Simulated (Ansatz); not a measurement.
LaMg₃, space group Pm-3m, a check of PAW against all-electron LAPW

With the Python package of Ansatz (0.2.0).

Typed at the interpreter:
```pycon
>>> import ansatz as az
>>> import numpy as np
>>> from tabulate import tabulate
>>> params = {
...     "functional": "pbesol",
...     "scf_tol": 1e-05,
...     "max_iterations": 80,
...     "filling": "gaussian",
...     "smearing_width": 0.1,
...     "mixing_beta": 0.7,
... }
>>> def count_gap(report):
...     # lowest empty less highest filled band, counting bands; zero where they overlap
...     return max(report.get("gap_by_band_count_ev") or 0.0, 0.0)
...
>>> lattice = az.Lattice.of(
...     (4.826313, 0.0, 0.0),
...     (0.0, 4.826313, 0.0),
...     (0.0, 0.0, 4.826313),
... )
>>> sites = [
...     ("La", (0.0, 0.0, 0.0)),
...     ("Mg", (0.5, 0.5, 0.0)),
...     ("Mg", (0.5, 0.0, 0.5)),
...     ("Mg", (0.0, 0.5, 0.5)),
... ]
>>> structure = az.Crystal(lattice=lattice)
>>> for symbol, position in sites:
...     structure = structure.atom(symbol, position)
...
>>> base = (
...     structure.calculation()
...     .functional(params["functional"])
...     .scf(tolerance=params["scf_tol"], max_iterations=params["max_iterations"])
...     .occupations(params["filling"], width=params["smearing_width"])
...     .mixing("msr1", beta=params["mixing_beta"])
...     .kpoints(6)
...     .stress()
...     .forces()
...     .band_table()
... )
>>> variants = {
...     "PAW": base.pseudopotentials("paw"),
...     "LAPW": base.pseudopotentials("all_electron", lapw=True),
... }
>>> # totals differ by the cores that each treatment holds, so compare what does not depend on them
>>> rows = []
>>> for label, variant in variants.items():
...     report = variant.run().report
...     levels = np.array(report["eigenvalues_ev"][0]) - report["fermi_energy_ev"]
...     print(label, "levels at the first k-point near E_F:", np.round(levels[np.abs(levels) < 5], 3))
...     rows.append((label, report["n_electrons"], np.trace(report["stress_gpa"]) / 3, count_gap(report)))
...
DeckWarning: basis.ecutwfc = 420 eV, auto-derived from the records' recommended cutoffs: set by La (normal level)
DeckWarning: scf.convergence.dr2_threshold = 1e-5 eV is looser than this run's default, which is 1e-7 eV or tighter. The error in the forces grows as the threshold's square root, so leave the key out unless less accurate forces are enough
DeckWarning: output.stress: scf.convergence.dr2_threshold = 1e-5 eV is looser than the 4e-10 eV advised for a printed stress (1e-10 eV for each atom of the cell: 4). What an SCF threshold leaves in a [...]
PAW levels at the first k-point near E_F: [-1.116 -1.116  0.655  0.655  0.655  1.61   1.61   1.61 ]
DeckWarning: output.stress: scf.convergence.dr2_threshold = 1e-5 eV is looser than the 1e-7 eV advised for a printed stress on datasets or a basis made for the crystal, by an estimate of what a [...]
LAPW levels at the first k-point near E_F: [-1.116 -1.116  0.66   0.66   0.66   1.646  1.646  1.646  1.776  1.776]
>>> print(tabulate(rows, headers=["treatment", "electrons in bands", "P GPa", "gap by band count eV"], floatfmt=".4f", tablefmt="simple"))
treatment      electrons in bands    P GPa    gap by band count eV
-----------  --------------------  -------  ----------------------
PAW                       41.0000  -1.1135                  0.0000
LAPW                      57.0000  -1.1137                  0.0000
```

PAW gives -1.113 GPa and LAPW -1.114 GPa, 0.000 GPa apart. They took 3.0 and 10.1 s of processor time.

Notes:
- These settings explore the input space; cutoff and mesh may be short of convergence.
- The computed bands are complete only to about 1.5 eV above the Fermi level.
- The mesh is modest for a metal, so energies can be off by several to tens of meV an atom and pressures by half a GPa or more; differences at equal mesh fare better.
- A gap by band count of zero or less means overlapping bands, a metal, and at an odd count of electrons it is no gap at all.
- This cell is a computed structure, which may not be the phase found in nature.
- Levels are Kohn-Sham eigenvalues on this mesh, without spin-orbit coupling.
- Warnings are shown shortened and without file and line.
- Pressure is positive in compression; the treatments may keep other shells as core, so totals and counts of electrons can differ.
- The whole script took 14 s on 1 thread of Arm Neoverse V2, on a shared host, peak memory 0.47 GiB.
